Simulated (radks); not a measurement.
# Excited configurations of Cs³⁹⁺

An exercise on one series of results from a longer session: the logs are not shown, and one member is left open.

The numbers are computed with radks (a radial shooting solver on a logarithmic mesh, Libxc functionals) version 1 (scalar-relativistic Kohn-Sham, LDA (Slater exchange, Perdew-Wang correlation), spin-polarised, spherical densities, finite nucleus; open shells are filled with parallel spins first), except any that are marked as measured or tabulated.

### What is computed

| Item | Value |
| --- | --- |
| element | caesium (Z = 55) |
| charge | +39 |
| electrons | 16 |
| configuration | [Ne] 3s2 3p4 |
| nuclear rms radius | 4.8041 fm |

The outer shells:

Cs³⁹⁺
```
[Ne] core
3s [↑↓]
3p [↑↓][↑ ][↑ ]
```

Set-up of the first run:

The run's settings:

```text
Z 55
configuration [Ne] 3s2 3p4
relativity scalar-relativistic
functional lda,pw
spin polarised
nucleus finite rms 4.8041 fm
c 137.035999084
```

Steps of the session up to this table: Ground configuration: [Ne] 3s2 3p4.

One table of the session follows, with a row left open; its other results are not shown here.

It belongs to the step «Ground configuration: [Ne] 3s2 3p4». Radial moments (bohr):

```
  level      <r>  outermost maximum (interpolated)  90 % within  nodes
  2s up   0.1109                            0.0945        0.171      1
2s down   0.1109                            0.0945        0.171      1
  2p up        ?                                 ?            ?      ?
2p down  0.09689                            0.0757        0.157      0
  3s up   0.2711                             0.256        0.393      2
3s down   0.2713                             0.256        0.394      2
  3p up   0.2632                             0.247        0.390      1
3p down   0.2635                             0.247        0.390      1
```

Q: Estimate the row for 2p up from the others.

**Answer.** <r>: 0.09691; outermost maximum (interpolated): 0.0757; 90 % within: 0.157; nodes: 0. In the column «<r>» it lies between 2p down (0.09689) and 2s up (0.1109).

Limits of these values: Open shells are spherical and high-spin; term and fine-structure splittings are not resolved.
